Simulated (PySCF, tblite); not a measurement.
**C6H9BN2: geometry, infrared bands and NMR shifts**

What infrared bands and NMR shifts should C6H9BN2 (`[H]/N=C/C#CC=NB(C)C`) show?

The runs use tblite 0.8.0 and PySCF 2.14.0, with density-fitted response routines of our own; the level of theory stands in each step. All values are computed, except where a source is named. Atoms count from 0, in the outputs and in this text.

### 1 The molecule as given

18 atoms, charge 0, multiplicity 1; geometry from: force field or distance geometry start.

Bonds of the start (Å): C0–B1 1.60, B1–C2 1.60, B1–N3 1.53, N3–C4 1.29, C4–C5 1.44, C5–C6 1.21, C6–C7 1.45, C7–N8 1.30, C0–H9 1.13, C0–H10 1.09, C0–H11 1.11, C2–H12 1.14, C2–H13 1.10, C2–H14 1.09, C4–H15 1.10, C7–H16 1.08, N8–H17 1.02.

### 2 Geometry optimisation with GFN2-xTB

The job: settings as JSON, then the geometry in Å.

```
{"job": {"kind": "relax", "xc": "GFN2-xTB", "basis": "xTB"}, "charge": 0, "multiplicity": 1}
C     -2.588100    -1.063900    -1.095900
B     -1.450000    -0.327400    -0.254800
C     -1.398500     1.266700    -0.181200
N     -1.011900    -1.134400     0.965100
C      0.254200    -1.169200     1.231000
C      1.224900    -0.483800     0.417700
C      2.064600     0.085500    -0.247100
C      3.090300     0.766300    -1.018800
N      4.280400     0.235900    -1.079100
H     -3.547400    -0.561700    -0.785000
H     -2.425600    -1.033600    -2.171200
H     -2.722600    -2.120900    -0.769500
H     -2.347600     1.623700    -0.691700
H     -1.459800     1.640400     0.851400
H     -0.524900     1.703400    -0.663000
H      0.604100    -1.736400     2.101400
H      2.883400     1.686800    -1.550700
H      5.065600     0.628900    -1.599800
```

The run is started by

```bash
$ OMP_NUM_THREADS=1 python probes_run.py task.json out
```

One launch serves the whole session: the jobs run in the order shown.

The log of the run:

```text
step      E/eV     max force
  0    -662.91716    3.113
  1    -663.22841    2.659
  2    -663.44715    2.092
  3    -663.53497    2.234
  4    -663.65680    0.843
  5    -663.71340    0.594
  6    -663.75208    0.775
  7    -663.79700    0.758
  8    -663.83105    0.396
  9    -663.86184    0.442
 10    -663.88932    0.544
 11    -663.91128    0.423
 12    -663.92513    0.321
 13    -663.93381    0.284
 14    -663.94128    0.252
 15    -663.94898    0.272
 16    -663.95662    0.216
 17    -663.96365    0.281
 18    -663.97041    0.276
 19    -663.97765    0.275
 20    -663.98543    0.330
 21    -663.99323    0.280
 22    -664.00039    0.210
 23    -664.00676    0.225
 24    -664.01282    0.198
 25    -664.01842    0.178
 26    -664.02311    0.167
 27    -664.02698    0.175
 28    -664.03008    0.172
 29    -664.03260    0.135
 30    -664.03501    0.127
 31    -664.03744    0.133
 32    -664.03984    0.172
 33    -664.04206    0.176
 34    -664.04441    0.164
 35    -664.04751    0.158
 36    -664.05267    0.205
 37    -664.05676    0.189
 38    -664.06096    0.149
 39    -664.06454    0.134
 40    -664.06847    0.154
 41    -664.07262    0.160
 42    -664.07606    0.145
 43    -664.07854    0.123
 44    -664.08097    0.142
 45    -664.08357    0.169
 46    -664.08615    0.139
 47    -664.08870    0.143
 48    -664.09162    0.158
 49    -664.09562    0.178
 50    -664.10131    0.193
 51    -664.10841    0.278
 52    -664.11513    0.203
 53    -664.12456    0.209
 54    -664.13456    0.202
 55    -664.14288    0.205
 56    -664.14859    0.183
 57    -664.15332    0.212
 58    -664.15615    0.159
 59    -664.15842    0.131
 60    -664.16039    0.261
 61    -664.16336    0.158
 62    -664.16710    0.141
 63    -664.17125    0.194
 64    -664.17446    0.173
 65    -664.17808    0.209
 66    -664.18206    0.127
 67    -664.18530    0.130
 68    -664.18760    0.156
 69    -664.19031    0.172
 70    -664.19405    0.148
 71    -664.19790    0.211
 72    -664.20020    0.102
 73    -664.20180    0.139
 74    -664.20270    0.061
 75    -664.20352    0.054
 76    -664.20422    0.072
 77    -664.20474    0.067
 78    -664.20516    0.048
 79    -664.20552    0.053
 80    -664.20585    0.055
 81    -664.20614    0.050
 82    -664.20640    0.054
 83    -664.20664    0.036
 84    -664.20688    0.034
 85    -664.20718    0.044
 86    -664.20764    0.075
 87    -664.20837    0.107
 88    -664.20941    0.110
 89    -664.21046    0.067
 90    -664.21120    0.058
 91    -664.21156    0.055
 92    -664.21183    0.048
 93    -664.21214    0.046
 94    -664.21247    0.033
 95    -664.21264    0.034
 96    -664.21275    0.026
 97    -664.21286    0.025
 98    -664.21298    0.023
 99    -664.21309    0.023
100    -664.21317    0.021
101    -664.21325    0.023
102    -664.21336    0.025
103    -664.21349    0.039
104    -664.21364    0.045
105    -664.21380    0.050
106    -664.21398    0.041
107    -664.21419    0.035
108    -664.21442    0.034
109    -664.21459    0.029
110    -664.21469    0.022
111    -664.21476    0.022
112    -664.21485    0.020
113    -664.21497    0.031
114    -664.21512    0.037
115    -664.21531    0.048
116    -664.21557    0.053
117    -664.21603    0.058
118    -664.21672    0.067
119    -664.21758    0.068
120    -664.21840    0.063
121    -664.21895    0.070
122    -664.21892    0.137
123    -664.21999    0.051
124    -664.22043    0.046
125    -664.22132    0.093
126    -664.22166    0.033
127    -664.22187    0.029
128    -664.22227    0.043
129    -664.22243    0.031
130    -664.22274    0.036
131    -664.22300    0.053
132    -664.22329    0.060
133    -664.22359    0.044
134    -664.22401    0.053
135    -664.22427    0.065
136    -664.22461    0.074
137    -664.22488    0.042
138    -664.22511    0.027
139    -664.22519    0.036
140    -664.22529    0.035
141    -664.22542    0.021
142    -664.22550    0.017
143    -664.22556    0.015
144    -664.22560    0.016
145    -664.22567    0.016
146    -664.22574    0.017
147    -664.22580    0.024
148    -664.22583    0.013
149    -664.22585    0.011
150    -664.22586    0.013
151    -664.22588    0.007
```

Wall time 1.1 s (1 thread of Arm Neoverse V1, shared host); peak memory 0.18 GiB.

Relaxation path: (not every step is listed)

```
step  energy from step 0 (eV)  largest force (eV/Å)
   0                   0.0000                3.1126
   1                  -0.3113                2.6593
   2                  -0.5300                2.0924
   3                  -0.6178                2.2337
   4                  -0.7396                0.8431
   5                  -0.7962                0.5939
   6                  -0.8349                0.7751
   7                  -0.8798                0.7583
   8                  -0.9139                0.3961
  21                  -1.0761                0.2796
  34                  -1.1273                0.1640
  47                  -1.1715                0.1434
  60                  -1.2432                0.2615
  73                  -1.2846                0.1386
  86                  -1.2905                0.0747
  99                  -1.2959                0.0232
 112                  -1.2977                0.0196
 125                  -1.3042                0.0930
 138                  -1.3080                0.0269
 146                  -1.3086                0.0168
 147                  -1.3086                0.0242
 148                  -1.3087                0.0129
 149                  -1.3087                0.0114
 150                  -1.3087                0.0125
 151                  -1.3087                0.0070
```

Distances of close pairs at the start and the end, largest changes first:

| bond | before (Å) | after (Å) | change (Å) |
| --- | --- | --- | --- |
| B1–N3 | 1.527 | 1.338 | -0.189 |
| C2–H12 | 1.135 | 1.086 | -0.049 |
| N3–C4 | 1.294 | 1.251 | -0.043 |
| C7–N8 | 1.304 | 1.262 | -0.043 |
| C6–C7 | 1.453 | 1.412 | -0.041 |
| C0–H9 | 1.127 | 1.088 | -0.039 |
| C0–H11 | 1.114 | 1.086 | -0.028 |
| C4–C5 | 1.440 | 1.413 | -0.027 |

The next job starts from the end point, and lists it.

### 3 Vibrational analysis with GFN2-xTB

The job: settings as JSON, then the geometry in Å.

```
{"job": {"kind": "ir", "xc": "GFN2-xTB", "basis": "xTB"}, "charge": 0, "multiplicity": 1}
C     -2.640628    -1.052508    -1.100855
B     -1.852925    -0.037414    -0.153248
C     -2.503363     1.372344     0.224883
N     -0.648115    -0.362901     0.327918
C      0.482548    -0.667671     0.767988
C      1.693949    -0.343450     0.116694
C      2.739428    -0.064409    -0.423891
C      3.950230     0.285637    -1.060822
N      5.024781    -0.312102    -0.778324
H     -3.548300    -1.393250    -0.607547
H     -2.943937    -0.558927    -2.020645
H     -2.056615    -1.929669    -1.365381
H     -3.583509     1.300034     0.317045
H     -2.109178     1.782832     1.150522
H     -2.295008     2.092152    -0.564357
H      0.591986    -1.214324     1.708934
H      3.844458     1.101294    -1.793498
H      5.845438     0.008651    -1.286593
```

The log of the run:

```text
mode    cm-1     km/mol
  1      22.9     11.15
  2      41.1      0.66
  3      49.8      0.58
  4      60.7      5.71
  5      70.6      0.79
  6     113.7      1.68
  7     130.4      4.95
  8     191.5      1.46
  9     236.9     17.66
 10     250.2      3.37
 11     331.9      3.79
 12     371.8      0.47
 13     444.9     10.12
 14     458.3      1.81
 15     572.4     33.94
 16     695.1     10.98
 17     754.3     23.49
 18     786.4      7.03
 19     787.3      9.25
 20     842.6      1.56
 21     852.1      2.25
 22     899.1     12.51
 23     904.2     94.69
 24     989.8     18.88
 25    1084.7     77.49
 26    1137.1    117.61
 27    1209.3      6.09
 28    1239.3     18.74
 29    1352.5     16.21
 30    1369.2      3.75
 31    1375.3     18.04
 32    1395.4     37.41
 33    1493.6      1.14
 34    1495.9      0.25
 35    1499.9      1.37
 36    1501.6      2.20
 37    1672.9    218.88
 38    1868.1      4.44
 39    2299.6     45.82
 40    2805.0    116.94
 41    2893.7     57.99
 42    3019.4     18.17
 43    3024.8     48.69
 44    3036.0     25.54
 45    3041.8     52.82
 46    3043.6     21.27
 47    3044.7     61.71
 48    3346.8     12.35
```

It took 0.62 s on 1 thread of Arm Neoverse V1, shared host; peak memory 0.18 GiB.

Which atoms move in the most intense modes:

```csv
cm⁻¹,km/mol,atoms
904,94.7,"B1 22 %, H14 18 %, H9 14 %, H10 13 %"
1085,77.5,"B1 67 %, C0 11 %, C2 10 %"
1137,117.6,"H17 47 %, C6 13 %, C5 11 %"
1673,218.9,"C7 59 %, N8 37 %"
2805,116.9,H16 93 %
2894,58.0,H15 93 %
3042,52.8,"H13 69 %, H12 13 %"
3045,61.7,"H12 51 %, H11 30 %, H13 11 %"
```

### 4 Nuclear shieldings: PBE0/pcSseg-1

Same as in step 3 but for these lines:

```diff
@@ -1,2 +1,2 @@
-{"job": {"kind": "ir", "xc": "GFN2-xTB", "basis": "xTB"}, "charge": 0, "multiplicity": 1}
+{"job": {"kind": "nmr", "xc": "PBE0", "basis": "pcSseg-1"}, "charge": 0, "multiplicity": 1}
 C     -2.640628    -1.052508    -1.100855
```

With the program's defaults for keys left out, this is: GIAO PBE0/pcSseg-1 NMR shielding, non-relativistic, gas phase.

The log of the run:

```text
coarse grid: 15312 points
cycle   1  E = -367.7019483824  dE =  1.306e+00  |g| = 6.366e-01  |ddm| = 4.075e+00
cycle   2  E = -367.5697731654  dE =  1.322e-01  |g| = 9.838e-01  |ddm| = 1.756e+00
cycle   3  E = -367.8006604357  dE = -2.309e-01  |g| = 1.591e-01  |ddm| = 1.047e+00
cycle   4  E = -367.8065571616  dE = -5.897e-03  |g| = 5.584e-02  |ddm| = 2.159e-01
cycle   5  E = -367.8071893288  dE = -6.322e-04  |g| = 2.106e-02  |ddm| = 5.936e-02
cycle   6  E = -367.8072893818  dE = -1.001e-04  |g| = 7.447e-03  |ddm| = 2.677e-02
cycle   7  E = -367.8073011286  dE = -1.175e-05  |g| = 3.227e-03  |ddm| = 7.159e-03
cycle   8  E = -367.8073036715  dE = -2.543e-06  |g| = 4.151e-04  |ddm| = 2.531e-03
final grid: 148792 points
cycle   9  E = -367.8561914694  dE = -3.931e-05  |g| = 8.373e-03  |ddm| = 6.530e-02
cycle  10  E = -367.8561848716  dE =  6.598e-06  |g| = 9.998e-03  |ddm| = 1.750e-02
cycle  11  E = -367.8562078824  dE = -2.301e-05  |g| = 2.287e-03  |ddm| = 9.638e-03
cycle  12  E = -367.8562091679  dE = -1.285e-06  |g| = 3.003e-04  |ddm| = 2.284e-03
cycle  13  E = -367.8562091839  dE = -1.603e-08  |g| = 1.207e-04  |ddm| = 3.199e-04
cycle  14  E = -367.8562091877  dE = -3.783e-09  |g| = 2.994e-05  |ddm| = 1.567e-04
cycle  15  E = -367.8562091879  dE = -1.866e-10  |g| = 1.052e-05  |ddm| = 2.881e-05
converged SCF energy = -367.8562091879

GIAO shielding tensors (ppm)
atom      isotropic    diamagn.    paramagn.     s11        s22        s33       span
  0 C      181.412     251.950     -70.538    175.634    178.473    190.128     14.494
  1 B       73.704     197.450    -123.746     45.149     56.115    119.848     74.699
  2 C      182.542     252.453     -69.911    176.482    180.408    190.735     14.253
  3 N     -156.108     325.030    -481.138   -351.526   -217.845    101.046    452.572
  4 C       58.235     260.193    -201.958    -15.485     52.291    137.901    153.386
  5 C       92.626     257.057    -164.431     22.777     26.143    228.958    206.180
  6 C       89.067     254.238    -165.171     20.345     22.343    224.512    204.167
  7 C       30.140     255.003    -224.862    -84.527     42.242    132.706    217.233
  8 N     -146.697     308.452    -455.149   -584.493   -109.069    253.471    837.965
  9 H       31.133      29.085       2.048     27.368     28.829     37.203      9.835
 10 H       31.158      30.467       0.691     27.450     29.220     36.802      9.351
 11 H       31.323      32.256      -0.933     26.994     29.401     37.575     10.581
 12 H       31.318      29.435       1.884     27.044     29.786     37.125     10.081
 13 H       31.283      32.376      -1.093     27.067     29.307     37.476     10.409
 14 H       31.071      31.651      -0.581     27.952     28.230     37.030      9.078
 15 H       24.036      29.726      -5.690     20.055     25.735     26.318      6.263
 16 H       23.374      30.639      -7.264     20.227     24.001     25.896      5.668
 17 H       18.945      24.313      -5.368      6.447     25.125     25.261     18.813
```

Wall time 42 s (1 thread of Arm Neoverse V1, shared host); peak memory 0.85 GiB.

The references, computed at this level on geometries of the same kind, shield at (ppm): ¹H TMS 31.72, ¹³C TMS 186.9, ¹⁵N NH3 267.7, ¹¹B BF3·OEt2 100.1. Their shielding less the atom's gives the shift. The references are single molecules in the gas phase, so shifts against H2O, NH3, PH3, H3PO4 or CFCl3 are not on the usual liquid scales and can be off by tens of ppm. Atoms listed in one row are averaged.

```
                      atoms                          environment  σ (ppm)  δ (ppm)
                         C7             carbon bonded to C, N, H     30.1    156.8
                         C4             carbon bonded to C, N, H     58.2    128.7
                         C6                 carbon bonded to 2 C     89.1     97.9
                         C5                 carbon bonded to 2 C     92.6     94.3
                     C0, C2              carbon bonded to B, 3 H    182.0      4.9
                        H17   hydrogen on a nitrogen bonded to C    18.94    12.77
                        H16  hydrogen on a carbon bonded to C, N    23.37     8.34
                        H15  hydrogen on a carbon bonded to C, N    24.04     7.68
H9, H10, H11, H12, H13, H14     hydrogen on a carbon bonded to B    31.21     0.50
                         B1               boron bonded to 2 C, N     73.7     26.4
                         N3              nitrogen bonded to C, B   -156.1    423.8
                         N8              nitrogen bonded to C, H   -146.7    414.4
```

Charges from the same density, by scheme (e):

| atoms | Mulliken | IAO | Hirshfeld | ESP fit |
| --- | --- | --- | --- | --- |
| C0, C2 | -0.50 | -0.56 | -0.19 | -0.74 |
| B1 | 0.38 | 0.25 | 0.17 | 0.73 |
| N3 | -0.36 | -0.17 | -0.12 | -0.52 |
| C4 | 0.10 | 0.02 | 0.07 | 0.34 |
| C5 | 0.07 | -0.03 | -0.03 | -0.11 |
| C6 | 0.05 | -0.02 | -0.03 | -0.16 |
| C7 | -0.10 | 0.02 | 0.06 | 0.43 |
| N8 | -0.30 | -0.40 | -0.21 | -0.66 |

Mayer bond orders: C0–B1 0.99, B1–C2 0.98, B1–N3 1.37, N3–C4 1.73, C4–C5 1.15, C5–C6 2.14, C6–C7 1.13, C7–N8 2.05.

Orbitals, density, ELF and potential are computed afterwards from the orbital file.

Frontier orbitals at PBE0/pcSseg-1, with the share of their density that lies nearest to each atom:

```
orbital  energy (eV)                                                      lies on
   HOMO        -7.58                     C6 20 %; C5 14 %; N3, N8 about 12 % each
   LUMO        -2.36  N3, N8 about 18 % each; C4, C5, C6 about 13 % each; C7 11 %
```

ELF in a plane through or near 7 of the atoms.

Ten even steps from '0' (0.00) to '9' (1.00):
```
0000000000000000000000000000
0000000000000000000000000000
0000000000000000000000000000
0000000000000000660000000000
0000000000000007993110000000
0000000000000006995671000000
0000033101210000886995000000
0000156203430010434995000000
0004767556762054597660000000
0018935583873088145000000000
0007968392773087145110000000
0002437676762053597895000000
0000014412430000310998000000
0000001100110000342997000000
0000000000000000374351000000
0000000000000000242000000000
0000000000000000000000000000
0000000000000000000000000000
0000000000000000000000000000
0000000000000000000000000000
```
The map spans 17.0 Å across and 9.7 Å up, centred on the molecule. Atoms in the plane (x, y in Å): B1 (1.9, 0.0), C2 (2.6, -1.4), C6 (-2.7, 0.0), N8 (-5.0, 0.3), H9 (3.5, 1.5), H11 (2.0, 2.2), H12 (3.6, -1.3).

On the surface of density 0.002 e/bohr³ the electrostatic potential runs, from the 1st to the 99th percentile, from -1.59 V near N8 to 1.54 V near H17.

### 5 Summary of results

| quantity | value |
| --- | --- |
| strongest single infrared mode (GFN2-xTB) | 1673 cm⁻¹, 219 km/mol |
| zero-point energy (GFN2-xTB) | 85.9 kcal/mol |
| ¹³C shifts against TMS (PBE0/pcSseg-1, means over atoms taken as alike) | 156.8, 128.7, 97.9, 94.3, 4.9 ppm |
| ¹H shifts against TMS (PBE0/pcSseg-1, means over atoms taken as alike) | 12.77, 8.34, 7.68, 0.50 ppm |
| ¹¹B shifts against BF3·OEt2 (PBE0/pcSseg-1) | 26.4 ppm |
| ¹⁵N shifts against NH3 (PBE0/pcSseg-1) | 423.8, 414.4 ppm |
| surface potential, 1st and 99th percentile | -1.59 V and 1.54 V |

**Reading.** Over 151 steps the energy fell by 1.309 eV; of the close pairs, B1–N3 changed most, 1.527 to 1.338 Å. No mode is imaginary among the 48: a minimum at this level. The strongest single mode, at 1673 cm⁻¹, moves mainly C7 and N8. Unscaled tight-binding wavenumbers are off by several per cent, some by more. Its intensities can rank the bands wrongly. At PBE0/pcSseg-1: Shielding is most anisotropic at N8 (span 838 ppm, paramagnetic term -455 ppm). At PBE0/pcSseg-1, counted by nearest atom on the grid, the HOMO lies on C6 20 %; C5 14 %, the LUMO on N3, N8 about 18 % each; C4, C5, C6 about 13 % each.
